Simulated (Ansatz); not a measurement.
# CH2BrCl: ionisation energy by level of theory

The task here is to estimate one member of a computed series from the others.

Program: Ansatz 0.2.0, Gaussian basis. Level of theory: unrestricted cation, the program's frozen cores in correlated methods. These are calculated values, not measurements.

Plan: UKS PBE-D4/def2-TZVPP; UKS r2SCAN-D4/def2-TZVPP; UKS PBE0-D4/def2-TZVPP; UKS B3LYP-D4/def2-TZVPP; UKS wB97X-V/def2-TZVPP; UKS wB97M-V/def2-TZVPP; UKS B2PLYP/def2-TZVPP; UHF-CCSD(T)/def2-TZVPP; UHF-MP2/def2-QZVPP; extrapolation to the limit; then −ε(HOMO) from the neutral's earlier runs with LDA (SPW92), PBE-D4, revPBE-D4, BLYP-D4, r2SCAN-D4, B97M-V, PBE0-D4, B3LYP-D4, r2SCANh-D4, r2SCAN0-D4, HSE06-D4, BHLYP-D4, CAM-B3LYP-D4, LC-ωPBE, ωB97X-V, ωB97M-V.

## The relaxed structure

The geometry comes from an earlier relaxation with PBE0-D4 in a triple-zeta def2 set; it is a stationary point.

SMILES `ClCBr`, 5 atoms, charge 0, spin multiplicity 1.

Atoms are counted from 1 here; the program's logs count them from 0.

Bond lengths: Cl1–C2 1.755 Å, C2–Br3 1.930 Å, C2–H4 1.085 Å, C2–H5 1.085 Å. Angles: Cl1–C2–Br3 113.3°, Cl1–C2–H4 108.8°, Cl1–C2–H5 108.8°, Br3–C2–H4 107.1°, Br3–C2–H5 107.1°, H4–C2–H5 111.8°.

Coordinates:

```xyz
5
CH2BrCl
Cl   -1.6053    0.1437    0.5100
C     0.0105    0.0345   -0.1669
Br    1.3223   -0.6164    1.0904
H     0.3280    1.0247   -0.4753
H    -0.0056   -0.6603   -0.9997
```

The first run:

Input file in.yaml:

```yaml
crystal:
  periodic: [false, false, false]
  atoms:
    - {symbol: Cl, position_ang: [-1.605331, 0.143731, 0.509972]}
    - {symbol: C, position_ang: [0.010478, 0.034482, -0.166866]}
    - {symbol: Br, position_ang: [1.322324, -0.616431, 1.090421]}
    - {symbol: H, position_ang: [0.327996, 1.024732, -0.475350]}
    - {symbol: H, position_ang: [-0.005568, -0.660315, -0.999677]}
basis:
  gaussian: {orbitals: def2-TZVPP}
total_charge: 1
magnetization: {spin_polarized: true, initial_magnetization: 1}
hamiltonian: {xc: pbe, dispersion: d4}
```

On the command line:

```console
$ ansatz run in.yaml --threads 4 --pin off --events-out ev --progress --plain --max-ram 10444MiB
```

Among the steps run: Cation, UKS PBE-D4/def2-TZVPP; Cation, UKS r2SCAN-D4/def2-TZVPP; Cation, UKS PBE0-D4/def2-TZVPP; Cation, UKS B3LYP-D4/def2-TZVPP; Cation, UKS wB97X-V/def2-TZVPP; Cation, UKS wB97M-V/def2-TZVPP; Cation, UKS B2PLYP (frozen core)/def2-TZVPP; Cation, UHF-CCSD(T)/def2-TZVPP; Cation, UHF-MP2/def2-QZVPP.

One of the session's tables, all rows but one given; the rest of the session is left out.

For comparison, −ε(HOMO) of the neutral from earlier runs:

```
  functional  −ε(HOMO) (eV)
 LDA (SPW92)           7.11
      PBE-D4           6.97
   revPBE-D4           6.93
     BLYP-D4           6.82
   r2SCAN-D4           7.30
      B97M-V           7.39
     PBE0-D4           8.31
    B3LYP-D4           8.05
  r2SCANh-D4           7.79
  r2SCAN0-D4           8.52
    HSE06-D4           7.91
    BHLYP-D4           9.50
CAM-B3LYP-D4           9.68
     LC-ωPBE          11.10
     ωB97X-V              ?
     ωB97M-V          10.58
```

Q: Estimate the row for ωB97X-V from the others.

**Answer.** −ε(HOMO) (eV): 10.73. In the column «−ε(HOMO) (eV)» it lies between ωB97M-V (10.58) and LC-ωPBE (11.10).

To keep in mind: The cation may have settled in a state other than its lowest; no search over hole states beyond the program's own was made.
